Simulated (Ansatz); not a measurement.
# YbSe (rocksalt type): how the settings move a single-point run

Aim: see which settings change the result for YbSe (rocksalt type), by how much, and at what cost.

Program: Ansatz 0.2.0. Level of theory: reference: DFT, r2SCAN, PAW with Ansatz's default frozen-core files, scalar-relativistic. These are calculated values, not measurements.

## 1. The starting structure

Symmetry: Fm-3m, No. 225, cubic system. The conventional cell has a = 5.291 Å, b = 5.291 Å, c = 5.291 Å, α = 90.00°, β = 90.00°, γ = 90.00°. Around Yb (site symmetry m-3m) lie 6 Se at 2.65 Å. Se (site symmetry m-3m) has 6 Yb at 2.65 Å as nearest neighbours.

Structure file:

```cif
data_structure
_symmetry_space_group_name_H-M 'P 1'
_symmetry_Int_Tables_number 1
_cell_length_a 3.7414
_cell_length_b 3.7414
_cell_length_c 3.7414
_cell_angle_alpha 60.000
_cell_angle_beta 60.000
_cell_angle_gamma 60.000
_cell_volume 37.03
loop_
_atom_site_label
_atom_site_type_symbol
_atom_site_fract_x
_atom_site_fract_y
_atom_site_fract_z
_atom_site_occupancy
Yb1 Yb 0.00000 0.00000 0.00000 1
Se1 Se 0.50000 0.50000 0.50000 1
```

## 2. Baseline

File input.yaml:

```yaml
crystal:
  lattice:
    - [0.0, 2.6455706846, 2.6455706846]
    - [2.6455706846, 0.0, 2.6455706846]
    - [2.6455706846, 2.6455706846, 0.0]
  atoms:
    - { symbol: Yb, position: [0.0, 0.0, 0.0] }
    - { symbol: Se, position: [0.5, 0.5, 0.5] }
kpoints:
  mp_grid: { grid: [13, 13, 13] }
scf:
  occupations: { method: fermi_dirac, width: 0.05 }
hamiltonian:
  xc: r2scan
  pseudopotentials: { kind: paw }
output:
  forces: true
  stress: true
  eigenvalues: true
  populations: true
```

On the command line:

```console
> ansatz run input.yaml --threads 1 --pin off --max-ram 3072MiB --backend cpu --events-out ev --progress --plain --runs-dir out
```

## 3. Changing settings: hubbard.sites [{species: Yb, l: f, u_eff: 4.0}], hubbard.double_counting amf

Changes to input.yaml since step 2:

```diff
@@ -15,2 +15,3 @@
   pseudopotentials: { kind: paw }
+  hubbard: { sites: [{ species: Yb, l: f, u_eff: 4.0 }], double_counting: amf }
 output:
@@ -20 +21,5 @@
   populations: true
+  write_density: true
+  write_potential: true
+  elf: true
+  volumetric_format: npy
```

Before running it: what results should come out? Wanted: for each run, ending; energy change; pressure; gap; force.

As calculated:

```tsv
run	ending	energy change	pressure (GPa)	gap (eV)	force (eV/Å)	cycles	time
reference	converged	0	30.0	0.00	0.00	11	9.2 s
1: hubbard.sites [{species: Yb, l: f, u_eff: 4.0}], hubbard.double_counting amf	converged	-1.0 meV/atom (U changed: no physical gain or loss)	30.0	0.00	0.00	11	13 s
```

Times don't compare one to one where runs were asked for different outputs or read a saved state (see the inputs); cycles may leave out searches for a lower state.

Residual by cycle in the longest SCF loop of each run; runs are numbered as in the table. The quantity is the density residual dr2, in eV.

```tsv
cycle	reference	run 1
1	0.41	0.608
2	3.41	0.409
3	0.0443	0.601
4	0.00246	0.0518
5	0.00143	0.0135
6	0.00732	7.7e-4
7	0.00151	3.5e-4
8	4.0e-6	2.7e-5
9	2.2e-6	2.3e-6
10	9.4e-7	6.4e-7
11	5.7e-8	1.5e-8
```

Changing the Hubbard U moves the energy by -1.0 meV/atom. The U term adds an energy of its own, so the shift says nothing about which run is better. A changed U is a change of model: its shifts are not errors of convergence. The structure is not at rest: the sound run finds 30 GPa, so these are no properties of the relaxed crystal. 
